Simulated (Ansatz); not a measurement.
# Ge2Sb2Te5 (P-3m1) in Ansatz: a series of runs

One crystal, Ge2Sb2Te5, is run at these levels: HSE06, PBE0; tasks: single point.

Everything below comes from runs of Ansatz 0.2.0. Logs are shortened: lines on timing, memory, paths and dates and some standing lists are left out, and cuts for length are marked.

### Step 1. Starting point

The structure is trigonal, space group P-3m1 (No. 164). The conventional cell has a = 4.294 Å, b = 4.294 Å, c = 17.101 Å, α = 90.00°, β = 90.00°, γ = 120.00°. Around Te (site symmetry 3m) lie 3 Sb at 3.01 Å. Te (site symmetry 3m) is surrounded by 3 Ge at 3.00 Å and 3 Sb at 3.20 Å. Around Te (site symmetry -3m) lie 6 Ge at 3.04 Å. Around Sb (site symmetry 3m) lie 6 Te at 3.01 to 3.20 Å. Ge (site symmetry 3m) is surrounded by 6 Te at 3.00 to 3.04 Å.

The cell comes from a database or a generator and needn't be the stable form of this composition.

### Step 2. Single point, HSE06

input

```
crystal:
  lattice:
    - [4.2940644248, 0.0, 0.0]
    - [-2.1470322124, 3.7187688774, 0.0]
    - [0.0, 0.0, 17.101346]
  atoms:
    - { symbol: Te, position: [0.6666666667, 0.3333333333, 0.419892] }
    - { symbol: Te, position: [0.3333333333, 0.6666666667, 0.580108] }
    - { symbol: Te, position: [0.3333333333, 0.6666666667, 0.201542] }
    - { symbol: Te, position: [0.6666666667, 0.3333333333, 0.798458] }
    - { symbol: Te, position: [0.0, 0.0, 0.0] }
    - { symbol: Sb, position: [0.0, 0.0, 0.320068] }
    - { symbol: Sb, position: [0.0, 0.0, 0.679932] }
    - { symbol: Ge, position: [0.6666666667, 0.3333333333, 0.102895] }
    - { symbol: Ge, position: [0.3333333333, 0.6666666667, 0.897105] }
hamiltonian:
  xc: hse06
  pseudopotentials: { kind: paw }
kpoints:
  mp_grid: { grid: [6, 6, 2] }
scf:
  occupations: { method: fermi_dirac, width: 0.05 }
output:
  forces: true
  stress: true
  eigenvalues: true
  write_density: true
  write_potential: true
  elf: true
  volumetric_format: npy
```

Potentials or basis: Ansatz PAW.

What it wrote:

```text
Warning: output.stress: scf.convergence.dr2_threshold = 1e-7 eV (the SCF's general default) is looser than the 9e-10 eV advised for a printed stress (1e-10 eV for each atom of the cell: 9). What an SCF threshold leaves in a stress goes as its square root, and in the free energy as the threshold itself, and one threshold admits the most on a small cell: of the crystals measured, under no hybrid functional and no lock of the moments, on runs that ended without the residual-converged pass, on stresses that held no estimate of that error, the worst erred by over 100 MPa in a component at 1e-7 eV an atom and by under 5 at 1e-10. Set scf.convergence.dr2_threshold to 9e-10 eV or tighter. The threshold is an SCF's pass mark: one that does not reach it within its budget of iterations ends unconverged, or closes short of it on a stop that the run arms, and scf.convergence.dr2_threshold's page says what that costs each kind of run
Warning: output.stress: scf.exx.energy_threshold = 1e-6 eV is looser than the 9e-8 eV advised for a stress under a hybrid functional (1e-8 eV for each atom of the cell: 9). Every SCF of the exchange loop can meet its threshold on dr2 while the loop round them stops early: no threshold on dr2 bounds what that leaves in the stress. Set scf.exx.energy_threshold to 9e-8 eV or tighter. The threshold is the loop's pass mark: a loop that does not reach it within its budget of cycles ends unconverged, and scf.exx.energy_threshold's page has the law
GPUs: using 1 of 1 available (devices: 1).
Engine: ansatz 0.2.0, x86_64-unknown-linux-gnu
Pseudopotentials: kind: paw
Pseudopotential: Te, paw, valence charge 16, recommended cutoff 420 eV (normal), Te.paw.azcp
Pseudopotential: Sb, paw, valence charge 15, recommended cutoff 420 eV (normal), Sb.paw.azcp
Pseudopotential: Ge, paw, valence charge 14, recommended cutoff 420 eV (normal), Ge.paw.azcp
Functional definition: HSE06
  parameter a = 0.25
  parameter omega = 0.11/bohr
  exchange = pbe_x - a*pbe_x_sr(omega) + a*exact_x_sr(omega)
  correlation = pbe_c
device memory: the entry about to start is reckoned to put 3.2 GiB on a device that reports 71.2 GiB free (of which the cap on the GPU budget leaves the run 18.0 GiB)
GPU FFT provider: cuFFT
GPU libraries: cuBLAS 13.8.2, cuFFT 12.4.0, cuSOLVER 12.3.4
Crystal: 9 atoms, lattice volume = 273.085 Å³
Basis set: ecut = 420 eV, 5295 PW (Γ), exchange–correlation on 60×60×240 points (8 copies of the dense FFT grid, shifted against one another)
Bands: 83, of which v1, the nominal top of the filled ones, is band 69 counted from 1 (68 counted from 0)
Symmetry: 12 space group operations
Space group: P-3m1 (ITA 164), of the structure as read, at distance tolerance 6.5e-5 Å
k-points: 14 of 72
Non-local potential: Te, projectors of the file, l = 0: 2, l = 1: 2, l = 2: 2, l = 3: 2
Non-local potential: Sb, projectors of the file, l = 0: 2, l = 1: 2, l = 2: 2, l = 3: 2
Non-local potential: Ge, projectors of the file, l = 0: 2, l = 1: 2, l = 2: 3, l = 3: 1
PAW form: soft (Blöchl's): semilocal exchange-correlation on the pseudo side does not see the compensation charge
PAW frozen core: Te, regenerated for the run's functional, and the local potential with it (the file was generated under x = pbe(κ = 0.804, μ = 0.2195149727645171), c = pbe(β = 0.06672455060314922))
PAW frozen core: Sb, regenerated for the run's functional, and the local potential with it (the file was generated under x = pbe(κ = 0.804, μ = 0.2195149727645171), c = pbe(β = 0.06672455060314922))
PAW frozen core: Ge, regenerated for the run's functional, and the local potential with it (the file was generated under x = pbe(κ = 0.804, μ = 0.2195149727645171), c = pbe(β = 0.06672455060314922))
PAW one-centre angular grid: Te, 590 points (default); XC on 64 Gauss nodes
PAW one-centre angular grid: Sb, 590 points (default); XC on 64 Gauss nodes
PAW one-centre angular grid: Ge, 590 points (default); XC on 64 Gauss nodes
Initial density: superposition of atomic densities (neutral atoms: chi_scale 0, normalization atom), corrected by the library's trained network
Initial wavefunctions: pseudopotential atomic-orbital guess
GPU buffer pool allocated for 108000 grid points (all kernels)
GPU transforms: local potential and band sums: pruned to the plane-wave sphere, on 30×30×120
[... 55 lines left out ...]
SCF iter   8: F=-56491.491311 eV  HF=-56491.491311 eV  |F-HF|=7.13e-10  |Δ(HF+E_count)|=   2.18e-9  Δρ=2.97e-7  dr2=8.59e-10  ethr=1.41e-12 (applied; sched 1.00e-12)  ⟨swp⟩=3.9  Hψ=2747  notcnv=0
SCF 3 converged in 8 iterations: F = -56491.491311 eV  dr2 = 8.59e-10
  Residual-converged pass: ⟨swp⟩=3.4  Hψ=2613  notcnv=0  max |occ|·‖R‖ = 2.7e-7 eV (tolerance 2.7e-7 eV)  dr2=8.69e-10  dr2_onsite=1.61e-11  max |Δocc| = 3.5e-13
hybrid outer 2: dexx = +2.243e-6 eV, tail = 5.79e-8 eV, Δε = 3.69e-3 eV (about 9.58e-5 eV left of the loop's levels), ΔF = 1.81e-3 eV/Å (tail 6.49e-4)
hybrid SCF converged: 2 outer / 18 inner (+11 warm-up), last move |dexx| = 2.24e-6 eV, tail = 5.79e-8 eV
Stability not checked: this state was not tested for a lower state beside it, because the functional holds exact exchange (a hybrid, or Hartree-Fock), whose exchange loop this test does not read (fock_operator; see scf.lower_state_search)
Free energy (F): -56491.491311 eV
Frozen-core exchange: fock
Harris-Foulkes:  -56491.491311 eV  (|F-HF|=7.13e-10)
Internal energy: -56491.491075 eV  (E = F + TS)
E sigma→0 (E₀):  -56491.491193 eV
Entropy (-TS):   -0.000236 eV (-0.026 meV/atom)
Fermi energy:    9.245722 eV
--- Per-component energies (eV) ---
  E_band       = -2244.419353
  E_kinetic    = 1524.061630
  E_local      = -14559.904152  (includes V_loc(G=0)·N_el)
  E_nonlocal   = -9.911297
  E_hartree    = 7719.614650
  E_xc         = -843.416188
  E_vxc        = -675.766837  (∫ρ·V_xc dr)
  E_exx        = -414.074113  (= α·E_x^exact, valence–valence)
  E_paw        = -36310.643365  (= ΣΔE_a)
  E_vpaw       = -3133.980208  (= ΣTr[D̂ρ^β])
  E_aug_tail   = -0.000363  (compensation charges beyond the density's cutoff)
  E_ewald      = -13595.634202
  E_core_change = -1.583673  (= ΣΔE_core)
  E_smearing   = -0.000236  (= −TS)
  E_closure    = -0.000000  (closes the sum)
  Σ components = -56491.491311   (vs F -56491.491311, Δ=0.00e0)
--- Forces (eV/Å), atoms counted from 1 ---
  atom   1  Te     0.00000000     0.00000000    -0.39940004
  atom   2  Te     0.00000000    -0.00000000     0.39940004
  atom   3  Te     0.00000000     0.00000000    -0.03887969
  atom   4  Te    -0.00000000    -0.00000000     0.03887969
  atom   5  Te     0.00000000     0.00000000     0.00000000
  atom   6  Sb     0.00000000    -0.00000000     0.10358247
  atom   7  Sb    -0.00000000     0.00000000    -0.10358247
  atom   8  Ge     0.00000000    -0.00000000    -0.07138960
  atom   9  Ge     0.00000000     0.00000000     0.07138960
  max |Σ_I F_I| component: 1.39e-17 eV/Å
--- Stress (GPa, compression-positive) ---
       -1.277106       0.000000      -0.000000
        0.000000      -1.277106      -0.000000
       -0.000000      -0.000000      -1.157262
  P = ⅓ Tr σ = -1.2372 GPa (-12.372 kbar)
--- Band table (eV; the first three rows and the last of 14) ---
  k-point 0: bands = ["-30.7541", "-30.7541", "-30.7516", "-30.7516", "-30.7412", "-30.7412", "-30.7383", "-30.7383", "-30.7345", "-30.7331", "-30.4468", "-30.4468", "-30.4466", "-30.4466", "-30.4466", "-30.4466", "-30.4266", "-30.4266", "-30.4266", "-30.4266", "-30.3081", "-30.3081", "-30.3029", "-30.3001", "-30.3001", "-23.3468", "-23.3468", "-23.3468", "-23.3468", "-23.3370", "-23.3370", "-23.3370", "-23.3370", "-23.3351", "-23.3351", "-19.4151", "-19.4151", "-19.4141", "-19.4141", "-19.4042", "-19.4040", "-19.4037", "-19.4037", "-19.4031", "-19.4031", "-5.5993", "-5.2923", "-4.9091", "-4.0297", "-3.6522", "-0.5829", "-0.4742", "1.4481", "2.6251", "6.0129", "6.5671", "6.5671", "6.7211", "6.7211", "6.8302", "7.1582", "7.1582", "7.1972", "7.1972", "7.5126", "7.5126", "7.8793", "8.1681", "9.0258", "9.5010", "9.5010", "9.6515", "10.1933", "10.1933", "10.3186", "10.8563", "10.8563", "11.0532", "12.2452", "12.2963", "12.2963", "14.3960", "14.4100"]
  k-point 1: bands = ["-30.7541", "-30.7541", "-30.7516", "-30.7516", "-30.7412", "-30.7412", "-30.7384", "-30.7384", "-30.7345", "-30.7331", "-30.4468", "-30.4468", "-30.4466", "-30.4466", "-30.4466", "-30.4466", "-30.4266", "-30.4266", "-30.4266", "-30.4266", "-30.3081", "-30.3081", "-30.3029", "-30.3001", "-30.3001", "-23.3468", "-23.3468", "-23.3468", "-23.3468", "-23.3370", "-23.3370", "-23.3370", "-23.3370", "-23.3351", "-23.3351", "-19.4151", "-19.4151", "-19.4141", "-19.4141", "-19.4042", "-19.4040", "-19.4037", "-19.4037", "-19.4031", "-19.4031", "-5.5483", "-5.4202", "-4.6801", "-4.3443", "-3.4488", "-1.0282", "0.1909", "1.0253", "2.8357", "5.8099", "6.5692", "6.5692", "6.7178", "6.7178", "7.0976", "7.0976", "7.2286", "7.3287", "7.3287", "7.4338", "7.4338", "7.4954", "8.3618", "8.9078", "9.7453", "9.7453", "9.8101", "9.8101", "9.8920", "10.0815", "11.0884", "11.0884", "11.1211", "12.1898", "12.1898", "12.2558", "14.3440", "14.4959"]
  k-point 2: bands = ["-30.7539", "-30.7538", "-30.7517", "-30.7511", "-30.7416", "-30.7415", "-30.7387", "-30.7381", "-30.7341", "-30.7328", "-30.4467", "-30.4467", "-30.4466", "-30.4466", "-30.4466", "-30.4466", "-30.4266", "-30.4266", "-30.4262", "-30.4262", "-30.3082", "-30.3080", "-30.3027", "-30.3001", "-30.2997", "-23.3476", "-23.3476", "-23.3460", "-23.3460", "-23.3374", "-23.3374", "-23.3367", "-23.3367", "-23.3345", "-23.3345", "-19.4158", "-19.4150", "-19.4147", "-19.4139", "-19.4041", "-19.4039", "-19.4035", "-19.4034", "-19.4031", "-19.4028", "-5.3265", "-5.0246", "-4.6582", "-3.8305", "-3.4849", "-0.5460", "-0.4658", "1.0051", "1.9955", "4.7764", "5.1734", "5.4749", "5.9168", "5.9860", "6.0712", "6.1891", "6.6642", "7.0651", "7.1098", "7.3742", "7.5827", "7.7356", "8.2524", "8.7602", "9.8559", "9.8797", "10.4737", "10.4915", "10.7224", "11.0291", "11.4452", "11.4920", "12.1938", "12.6139", "12.6578", "13.1729", "13.4893", "14.0221"]
  k-point 13: bands = ["-30.7535", "-30.7515", "-30.7515", "-30.7501", "-30.7432", "-30.7408", "-30.7408", "-30.7371", "-30.7323", "-30.7323", "-30.4470", "-30.4470", "-30.4469", "-30.4469", "-30.4458", "-30.4458", "-30.4256", "-30.4256", "-30.4255", "-30.4255", "-30.3082", "-30.3082", "-30.3019", "-30.2993", "-30.2993", "-23.3482", "-23.3482", "-23.3464", "-23.3464", "-23.3369", "-23.3369", "-23.3367", "-23.3367", "-23.3324", "-23.3324", "-19.4164", "-19.4157", "-19.4157", "-19.4146", "-19.4034", "-19.4034", "-19.4031", "-19.4026", "-19.4024", "-19.4024", "-3.3128", "-3.3128", "-3.1395", "-3.1395", "-2.9643", "-1.7789", "-1.7365", "-0.3666", "-0.3666", "3.3157", "3.3157", "3.4571", "4.0778", "4.2769", "4.2769", "4.6984", "4.6984", "5.0067", "6.6156", "6.6156", "7.1126", "7.5275", "7.5275", "7.5858", "10.9062", "10.9062", "11.0950", "11.0950", "11.1192", "11.2325", "13.4752", "13.4752", "13.6195", "14.6049", "14.6049", "14.8089", "14.9163", "15.2613"]
```

Wall time 77 s (1 × NVIDIA H100 80GB HBM3 with 2 threads of AMD EPYC 7R13 (Zen 3), shared host); peak memory 6.4 GiB.

What came out:

```yaml
Free_energy: -56491.4913 eV
Pressure: -1.2 GPa
Largest_force: 0.399 eV/Å
Band_gap_on_the_k_mesh: 0.48 eV, direct
```

Forces on the atoms (eV/Å):
```
Te   0.000  0.000 -0.399
Te   0.000  0.000  0.399
Te   0.000  0.000 -0.039
Te   0.000  0.000  0.039
Te   0.000  0.000  0.000
Sb   0.000  0.000  0.104
Sb   0.000  0.000 -0.104
Ge   0.000  0.000 -0.071
Ge   0.000  0.000  0.071
```

Levels at points of the mesh, in eV from the valence-band top:
```csv
k point,band 67,band 68,band 69,band 70,band 71,band 72
"(0.00, 0.00, 0.00)",-1.15,-0.86,0.00,0.48,0.48,0.63
"(0.00, 0.00, -0.50)",-1.53,-0.66,-0.12,0.72,0.72,0.78
"(0.00, -0.50, 0.00)",-1.79,-1.45,-0.87,0.71,1.26,1.29
"(0.00, -0.50, -0.50)",-2.06,-1.55,-0.61,0.63,0.79,1.90
```

Caveat: spin-orbit coupling is left out, which moves the levels of the heavy elements; the PAW data sets come from PBE, with cores solved anew for the run's functional, which leaves a small shift of forces and pressure; the thresholds are loose for stress. A k mesh can miss the band edges.

### Step 3. Single point, PBE0

Changes to input since step 2:

```diff
@@ -16,3 +16,3 @@
 hamiltonian:
-  xc: hse06
+  xc: pbe0
   pseudopotentials: { kind: paw }
@@ -26,5 +26 @@
   eigenvalues: true
-  write_density: true
-  write_potential: true
-  elf: true
-  volumetric_format: npy
```

Potentials or basis: Ansatz PAW.

Wall time 1.7 min (1 × NVIDIA H100 80GB HBM3 with 2 threads of AMD EPYC 7R13 (Zen 3), shared host); peak memory 6.3 GiB.

The run converged. Its results:

```yaml
Free_energy: -56485.4553 eV
Pressure: -1.2 GPa
Largest_force: 0.459 eV/Å
Band_gap_on_the_k_mesh: 0.96 eV, direct
```

Forces in eV/Å, atoms in the order of the input:
```
Te   0.000  0.000 -0.459
Te   0.000  0.000  0.459
Te   0.000  0.000 -0.036
Te   0.000  0.000  0.036
Te   0.000  0.000  0.000
Sb   0.000  0.000  0.143
Sb   0.000  0.000 -0.143
Ge   0.000  0.000 -0.075
Ge   0.000  0.000  0.075
```

Stress tensor (GPa, compression positive):
```
-1.23  0.00  0.00
 0.00 -1.23  0.00
 0.00  0.00 -1.05
```

Levels at points of the mesh, in eV from the valence-band top:
```tsv
k point	band 67	band 68	band 69	band 70	band 71	band 72
(0.00, 0.00, 0.00)	-1.17	-0.89	0.00	0.96	0.96	1.12
(0.00, 0.00, -0.50)	-1.60	-0.67	-0.11	1.21	1.21	1.28
(0.00, -0.50, 0.00)	-1.86	-1.51	-0.90	1.20	1.78	1.80
(0.00, -0.50, -0.50)	-2.14	-1.60	-0.63	1.12	1.29	2.44
```

Caveat: spin-orbit coupling is left out, which moves the levels of the heavy elements; the PAW data sets come from PBE, with cores solved anew for the run's functional, which leaves a small shift of forces and pressure; the thresholds are loose for stress. A k mesh can miss the band edges.
